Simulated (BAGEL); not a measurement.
# triplet BNH2Cl2 at 4 levels

Wanted: a comparison of 4 runs (UHF/STO-3G, UHF/3-21G, ROHF/6-31G*, ROHF/def2-SVPD) of triplet BNH2Cl2. 

Program for the calculation: BAGEL 1.2.2.

### 1 Starting point

The species is BNH2Cl2 (6 atoms), meant as a triplet with charge 0. As SMILES of the parent species, `NB(Cl)Cl`. The shape is that of a PBE0-D4/def2-TZVP optimisation. This is one conformer, not always the lowest. That shape belongs to the parent species and isn't relaxed for this state.

Bond lengths: N1–B2 1.384 Å, B2–Cl3 1.761 Å, B2–Cl4 1.761 Å, N1–H5 1.005 Å, N1–H6 1.005 Å. Angles: N1–B2–Cl3 120.3°, N1–B2–Cl4 120.3°, Cl3–B2–Cl4 119.5°, B2–N1–H5 122.3°, B2–N1–H6 122.3°, H5–N1–H6 115.3°.

### 2 A single-point energy at UHF/STO-3G (density fitting with qzvpp-jkfit) (run 1)

Contents of job.json:

```json
{ "bagel" : [

{
  "title" : "molecule",
  "basis" : "sto-3g",
  "df_basis" : "qzvpp-jkfit",
  "angstrom" : "true",
  "geometry" : [
    { "atom" : "N", "xyz" : [    0.479500,    0.537500,    0.353200 ] },
    { "atom" : "B", "xyz" : [   -0.329000,   -0.400500,   -0.264400 ] },
    { "atom" : "Cl", "xyz" : [   -2.038200,   -0.065500,   -0.525000 ] },
    { "atom" : "Cl", "xyz" : [    0.342900,   -1.939100,   -0.796300 ] },
    { "atom" : "H", "xyz" : [    1.458300,    0.378700,    0.517300 ] },
    { "atom" : "H", "xyz" : [    0.128700,    1.425000,    0.668800 ] }
  ]
},
{ "title" : "uhf", "nopen" : 2 },
{ "title" : "print", "file" : "orbitals.molden", "orbitals" : "true" }

]}
```

On the command line:

```console
$ BAGEL_NUM_THREADS=1 BAGEL job.json > job.out
```

The log of the run:

```text
* using 1 threads per process

  ===============================================================
  ===============================================================

  *** Geometry ***

  { "atom" : "N", "xyz" : [      0.906124,      1.015728,      0.667451 ] },
  { "atom" : "B", "xyz" : [     -0.621720,     -0.756835,     -0.499644 ] },
  { "atom" : "Cl", "xyz" : [     -3.851640,     -0.123777,     -0.992106 ] },
  { "atom" : "Cl", "xyz" : [      0.647987,     -3.664368,     -1.504789 ] },
  { "atom" : "H", "xyz" : [      2.755788,      0.715639,      0.977555 ] },
  { "atom" : "H", "xyz" : [      0.243208,      2.692860,      1.263849 ] },

  Number of auxiliary basis functions:      444

  Since a DF basis is specified, we compute 2- and 3-index integrals:
    o Being stored without compression. Storage requirement is 0.003 GB

  Number of basis functions:       30
  Number of electrons      :       48

    * METHOD: MOLECULE                             0.14

  *** Open-shell HF ***

  === Nuclear Repulsion ===
   182.1343567586

      * DIIS with orbital gradients will be used.

  === UHF iteration (sto-3g) ===
      0       -988.27178496          0.02280836           0.04
      1       -988.33181256          0.00555737           0.04
      2       -988.33598630          0.00149369           0.04
      3       -988.33668595          0.00056301           0.04
      4       -988.33692844          0.00020397           0.04
      5       -988.33698606          0.00002504           0.04
      6       -988.33698740          0.00000310           0.04
      7       -988.33698748          0.00000054           0.04
      8       -988.33698750          0.00000020           0.04
      9       -988.33698750          0.00000007           0.04
     10       -988.33698750          0.00000002           0.04
     11       -988.33698750          0.00000001           0.04
    * SCF iteration converged.

    * S^2 (UHF) is 2.0192

    * Permanent dipole moment:
           (   -1.897331,    -2.201486,    -1.449428) a.u.

    * METHOD: UHF                                  0.53

    * METHOD: PRINT                                0.00

  ===============================================================
```

Run time: 0.81 s. Hardware: 1 thread of Arm Neoverse V1, shared host.

### 3 The energy at UHF/3-21G (density fitting with qzvpp-jkfit) (run 2)

Contents of input.json:

```json
{ "bagel": [

{
  "title": "molecule",
  "basis": "3-21g",
  "df_basis": "qzvpp-jkfit",
  "angstrom": true,
  "geometry": [
    { "atom": "N", "xyz": [       0.479500,       0.537500,       0.353200 ] },
    { "atom": "B", "xyz": [      -0.329000,      -0.400500,      -0.264400 ] },
    { "atom": "Cl", "xyz": [      -2.038200,      -0.065500,      -0.525000 ] },
    { "atom": "Cl", "xyz": [       0.342900,      -1.939100,      -0.796300 ] },
    { "atom": "H", "xyz": [       1.458300,       0.378700,       0.517300 ] },
    { "atom": "H", "xyz": [       0.128700,       1.425000,       0.668800 ] }
  ]
},

{
  "title": "uhf",
  "nopen": 2
},

{
  "title": "print",
  "file": "orbitals.molden",
  "orbitals": true
}

]}
```

On the command line:

```console
$ BAGEL_NUM_THREADS=1 BAGEL input.json > input.out
```

The log of the run:

```text
* using 1 threads per process

  ===============================================================
  ===============================================================

  *** Geometry ***

  { "atom" : "N", "xyz" : [      0.906124,      1.015728,      0.667451 ] },
  { "atom" : "B", "xyz" : [     -0.621720,     -0.756835,     -0.499644 ] },
  { "atom" : "Cl", "xyz" : [     -3.851640,     -0.123777,     -0.992106 ] },
  { "atom" : "Cl", "xyz" : [      0.647987,     -3.664368,     -1.504789 ] },
  { "atom" : "H", "xyz" : [      2.755788,      0.715639,      0.977555 ] },
  { "atom" : "H", "xyz" : [      0.243208,      2.692860,      1.263849 ] },

  Number of auxiliary basis functions:      444

  Since a DF basis is specified, we compute 2- and 3-index integrals:
    o Being stored without compression. Storage requirement is 0.008 GB

  Number of basis functions:       48
  Number of electrons      :       48

    * METHOD: MOLECULE                             0.14

  *** Open-shell HF ***

  === Nuclear Repulsion ===
   182.1343567586

      * DIIS with orbital gradients will be used.

  === UHF iteration (3-21g) ===
      0       -994.27549264          0.02426043           0.06
      1       -994.33962294          0.00783634           0.06
      2       -994.34844037          0.00280568           0.06
      3       -994.35077847          0.00151513           0.07
      4       -994.35186121          0.00057926           0.06
      5       -994.35207303          0.00016279           0.06
      6       -994.35209147          0.00004182           0.06
      7       -994.35209332          0.00001206           0.06
      8       -994.35209377          0.00000181           0.07
      9       -994.35209381          0.00000080           0.06
     10       -994.35209383          0.00000038           0.06
     11       -994.35209383          0.00000014           0.07
     12       -994.35209383          0.00000008           0.06
     13       -994.35209383          0.00000003           0.06
     14       -994.35209383          0.00000001           0.06
     15       -994.35209383          0.00000001           0.07
    * SCF iteration converged.

    * S^2 (UHF) is 2.0200

    * Permanent dipole moment:
           (   -1.913702,    -2.220499,    -1.461913) a.u.

    * METHOD: UHF                                  1.13

    * METHOD: PRINT                                0.01

  ===============================================================
```

Run time: 1.4 s. Hardware: 1 thread of Arm Neoverse V1, shared host.

Run 3 isn't shown in full; the table further down has it.

### 4 A single-point energy at ROHF/def2-SVPD (density fitting with qzvpp-jkfit) (run 4)

Contents of hf.json:

```json
{ "bagel" : [

{
  "title" : "molecule",
  "basis" : "def2-svpd.json",
  "df_basis" : "qzvpp-jkfit",
  "angstrom" : true,
  "geometry" : [
    { "atom" : "N", "xyz" : [       0.479500,       0.537500,       0.353200 ] },
    { "atom" : "B", "xyz" : [      -0.329000,      -0.400500,      -0.264400 ] },
    { "atom" : "Cl", "xyz" : [      -2.038200,      -0.065500,      -0.525000 ] },
    { "atom" : "Cl", "xyz" : [       0.342900,      -1.939100,      -0.796300 ] },
    { "atom" : "H", "xyz" : [       1.458300,       0.378700,       0.517300 ] },
    { "atom" : "H", "xyz" : [       0.128700,       1.425000,       0.668800 ] }
  ]
},

{
  "title" : "rohf",
  "nopen" : 2
},

{
  "title" : "print",
  "file" : "orbitals.molden",
  "orbitals" : true
}

]}
```

The basis set def2-SVPD is read from a file made from the Basis Set Exchange's data (not shown).

On the command line:

```console
$ BAGEL_NUM_THREADS=1 BAGEL hf.json > hf.out
```

The log of the run:

```text
* using 1 threads per process

  ===============================================================
  ===============================================================

  *** Geometry ***

  { "atom" : "N", "xyz" : [      0.906124,      1.015728,      0.667451 ] },
  { "atom" : "B", "xyz" : [     -0.621720,     -0.756835,     -0.499644 ] },
  { "atom" : "Cl", "xyz" : [     -3.851640,     -0.123777,     -0.992106 ] },
  { "atom" : "Cl", "xyz" : [      0.647987,     -3.664368,     -1.504789 ] },
  { "atom" : "H", "xyz" : [      2.755788,      0.715639,      0.977555 ] },
  { "atom" : "H", "xyz" : [      0.243208,      2.692860,      1.263849 ] },

  Number of auxiliary basis functions:      444

  Since a DF basis is specified, we compute 2- and 3-index integrals:
    o Being stored without compression. Storage requirement is 0.043 GB

  Number of basis functions:      110
  Number of electrons      :       48

    * METHOD: MOLECULE                             0.22

  *** Open-shell HF ***

  === Nuclear Repulsion ===
   182.1343567586

      * DIIS with orbital gradients will be used.

  === ROHF iteration (def2-svpd.json) ===
      0       -998.62935082          0.03338569           0.19
      1       -998.75023644          0.02195640           0.19
      2       -998.78383169          0.01248136           0.18
      3       -998.80237803          0.00098020           0.18
      4       -998.80269888          0.00016985           0.19
      5       -998.80276092          0.00009876           0.18
      6       -998.80278837          0.00006769           0.18
      7       -998.80280285          0.00003637           0.18
      8       -998.80280941          0.00001510           0.18
      9       -998.80281084          0.00000632           0.18
[... 13 lines of this table left out ...]
     23       -998.80281041          0.00000002           0.18
     24       -998.80281041          0.00000001           0.19
     25       -998.80281041          0.00000001           0.19
     26       -998.80281041          0.00000001           0.19
    * SCF iteration converged.

    * S^2 (ROHF) is 2.0000

    * Permanent dipole moment:
           (   -0.105949,    -0.123148,    -0.080955) a.u.

    * METHOD: ROHF                                 5.18

    * METHOD: PRINT                                0.03

  ===============================================================
```

Wall time 5.7 s (1 thread of Arm Neoverse V1, shared host); peak memory 0.14 GiB.

### 5 The series

```
run                                                                level  energy (Eh)  dipole moment (D)   ⟨S²⟩  wall time
  1                        UHF/STO-3G (density fitting with qzvpp-jkfit)  -988.336987               8.25  2.019     0.81 s
  2                         UHF/3-21G (density fitting with qzvpp-jkfit)  -994.352094               8.33  2.020      1.4 s
  3  ROHF/6-31G* (density fitting with qzvpp-jkfit, spherical functions)  -999.079531               0.34  2.000       10 s
  4                    ROHF/def2-SVPD (density fitting with qzvpp-jkfit)  -998.802810               0.46  2.000      5.7 s
```

### 6 What came out

| quantity | value |
| --- | --- |
| run 4: total energy | -998.80281 Eh |
| run 4: dipole moment | 0.46 D |
| run 4: ⟨S²⟩ | 2.000 |

**Reading.** The dipole moment runs from 0.34 D (ROHF/6-31G*) to 8.33 D (UHF/3-21G). The two ends differ in method and basis. A spread this wide suggests that the runs stand on different electronic states. In run 1 the basis is minimal, so dipoles, gaps and forces are rough. All runs together took 18 s, the longest 10 s.
